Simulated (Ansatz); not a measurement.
What does this script print? It uses Ansatz's Python interface.

Script `deck_c2h5bge.py`:
```python
# -*- coding: utf-8 -*-
"""C2H5BGe through the session interface."""

import ansatz as az

DECK = """
crystal:
  periodic: [false, false, false]
  atoms:
    - { symbol: B, position_ang: [-1.5429, 1.0121, 0.055] }
    - { symbol: Ge, position_ang: [-0.4947, -0.6954, -0.1817] }
    - { symbol: C, position_ang: [1.349, -0.3367, 0.0586] }
    - { symbol: C, position_ang: [2.5222, -0.1077, 0.2115] }
    - { symbol: H, position_ang: [-1.3325, 1.9358, -0.6501] }
    - { symbol: H, position_ang: [-2.3629, 1.0886, 0.9015] }
    - { symbol: H, position_ang: [-0.9598, -1.737, 0.8676] }
    - { symbol: H, position_ang: [-0.7309, -1.2531, -1.6083] }
    - { symbol: H, position_ang: [3.5525, 0.0934, 0.3459] }
basis:
  gaussian:
    orbitals: def2-SVP
    point_charges: [{ charge: 1.0, position_ang: [0.0, 0.0, 5.9] }]
hamiltonian:
  xc: b3lyp
"""

session = az.Session.from_yaml(DECK)
summary = session.plan(threads=1).execute().report

print(f"E = {summary['free_energy_ev']:.6f} eV = {summary['free_energy_ev'] / 27.211386246:.7f} Ha")
print("converged:", summary["converged"], " doubts:", summary["published_state_doubts"] or "none")
symbols = ["B", "Ge", "C", "C", "H", "H", "H", "H", "H"]
state = summary["mean_field"]["state"]
print(f"mean field: {state['energy']['hartree']:.7f} Ha, <S^2> = {abs(state['spin_squared']):.4f}, stability: {state.get('stability', {}).get('kind')}")
```

```console
$ python deck_c2h5bge.py
E = -59339.023145 eV = -2180.6688792 Ha
converged: True  doubts: none
mean field: -2180.6688792 Ha, <S^2> = 0.0000, stability: minimum
```

What to keep in mind:
- These settings explore the input space; basis and method may be short of convergence.
- The geometry is a force-field or estimated start, not a minimum of this method, and the basis set is short of its limit.
- b3lyp holds the VWN-RPA fit, as in Gaussian; the form of ORCA and Turbomole is b3lyp5.
- Hardware and time: 3.4 s on 1 thread of Arm Neoverse V1, with other jobs on the host, peak memory 0.24 GiB.

(A comment or docstring line of the script was reworded after the run, the code is as it ran; lines on the test bed's own set-up are left out of the output.)
